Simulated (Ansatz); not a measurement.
# CH₅FGeO₂: basis-set convergence

The task here is to estimate one member of a computed series from the others.

The runs use Ansatz 0.2.0, Gaussian basis; one geometry, several basis sets.

The runs, in order: PBE0-D4/def2-SVP; ωB97M-V/def2-SVP; PBE0-D4/def2-QZVPP; ωB97M-V/def2-QZVPP; the functionals' def2-TZVPP values are taken from earlier runs.

**Structure used throughout**

The geometry comes from an earlier relaxation with PBE0-D4 in a triple-zeta def2 set; it is a stationary point, not always the lowest conformer.

SMILES `[CH3][Ge]([OH])([OH])[F]`, 10 atoms, charge 0, spin multiplicity 1.

Atoms are counted from 1 here; the program's logs count them from 0.

Bond lengths: C1–Ge2 1.916 Å, C1–H6 1.090 Å, C1–H7 1.090 Å, C1–H8 1.089 Å, Ge2–O3 1.755 Å, Ge2–O4 1.764 Å, Ge2–F5 1.742 Å, O3–H9 0.961 Å, O4–H10 0.961 Å. Angles: Ge2–C1–H6 109.3°, Ge2–C1–H7 109.4°, Ge2–C1–H8 109.8°, H6–C1–H7 109.3°, H6–C1–H8 109.5°, H7–C1–H8 109.4°, C1–Ge2–O3 109.6°, C1–Ge2–O4 115.8°, C1–Ge2–F5 110.2°, O3–Ge2–O4 108.8°, O3–Ge2–F5 108.7°, O4–Ge2–F5 103.5°, Ge2–O3–H9 112.7°, Ge2–O4–H10 111.7°.

Set-up of the first run:

Input file in.yaml:

```yaml
crystal:
  periodic: [false, false, false]
  atoms:
    - {symbol: C, position_ang: [-1.312335, -0.609068, -0.436100]}
    - {symbol: Ge, position_ang: [0.280848, 0.245729, 0.199297]}
    - {symbol: O, position_ang: [0.885909, -0.610193, 1.606576]}
    - {symbol: O, position_ang: [1.588132, 0.403189, -0.974432]}
    - {symbol: F, position_ang: [-0.061437, 1.892690, 0.652036]}
    - {symbol: H, position_ang: [-2.014718, -0.722609, 0.389169]}
    - {symbol: H, position_ang: [-1.062335, -1.592213, -0.834200]}
    - {symbol: H, position_ang: [-1.766543, -0.004943, -1.220516]}
    - {symbol: H, position_ang: [1.792311, -0.375923, 1.821900]}
    - {symbol: H, position_ang: [1.753067, 1.322242, -1.200631]}
basis:
  gaussian: {orbitals: def2-SVP}
hamiltonian: {xc: pbe0, dispersion: d4}
output: {orbitals: {seedname: orbitals}}
```

The run is started by

```sh
ansatz run in.yaml --threads 4 --pin off --events-out ev --progress --plain --max-ram 10444MiB
```

Among the steps run: PBE0-D4 in def2-SVP; ωB97M-V in def2-SVP; PBE0-D4 in def2-QZVPP; ωB97M-V in def2-QZVPP.

One of the session's tables, all rows but one given; the rest of the session is left out.

It belongs to the step «Density functionals: the series». 

```
functional       basis  HOMO (eV)  LUMO (eV)
   PBE0-D4    def2-SVP      -8.79       0.63
   PBE0-D4  def2-TZVPP          ?          ?
   PBE0-D4  def2-QZVPP      -9.07      -0.15
   ωB97M-V    def2-SVP     -11.19       2.41
   ωB97M-V  def2-TZVPP     -11.41       1.79
   ωB97M-V  def2-QZVPP     -11.48       1.21
```

Estimate the missing values for PBE0-D4, def2-TZVPP.

**Answer.** HOMO (eV): -9.01; LUMO (eV): 0.19. In the column «HOMO (eV)» it lies between PBE0-D4, def2-QZVPP (-9.07) and PBE0-D4, def2-SVP (-8.79).
